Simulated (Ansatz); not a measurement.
Ti3Se:

```xyz
4
Lattice="3.1974 0.0000 0.0000 -1.5987 2.7691 0.0000 0.0000 0.0000 7.9427" Properties=species:S:1:pos:R:3 pbc="T T T"
Se    0.0000    0.0000    0.0000
Ti    1.5987    0.9230    3.9714
Ti    0.0000    1.8460    6.1390
Ti    0.0000    1.8460    1.8038
```

The cell comes from a database or a generator and needn't be the stable form of this composition.

Base run:

```yaml
Program: Ansatz 0.2.0
Functional: PBEsol
Potentials_or_basis: Ansatz PAW
Cutoff: 420 eV
Density_cutoff: 1680 eV
k_mesh: 10 × 10 × 4
Occupations: fermi-dirac, width 0.05 eV
Spin: no spin polarisation
Hubbard_terms: Ti d U = 6 eV
```

Its results: band gap on the k mesh none (metal or under the smearing width); pressure 10.0 GPa; largest force 0.340 eV/Å.

Task: After a change of settings the same cell gave: band gap on the k mesh none (metal or under the smearing width); pressure -2.2 GPa; largest force 0.077 eV/Å. Which change was it?
A. hubbard terms from Ti d U = 6 eV to Ti d U = 2 eV
B. spin from no spin polarisation to spin-orbit coupling, no magnetisation; hubbard terms from Ti d U = 6 eV to none; hubbard projectors from ortho-atomic (the default) to none; potential files from those of the base run to others of the same set
C. hubbard terms from Ti d U = 6 eV to none; hubbard projectors from ortho-atomic (the default) to none
D. functional from PBEsol to PBE; hubbard terms from Ti d U = 6 eV to none; hubbard projectors from ortho-atomic (the default) to none

Result: A.

Caveats: U without spin polarisation on a metal has little footing; the PAW data sets come from PBE, with cores solved anew for the run's functional, which leaves a small shift of forces and pressure.

Not every run made on this cell is shown here.
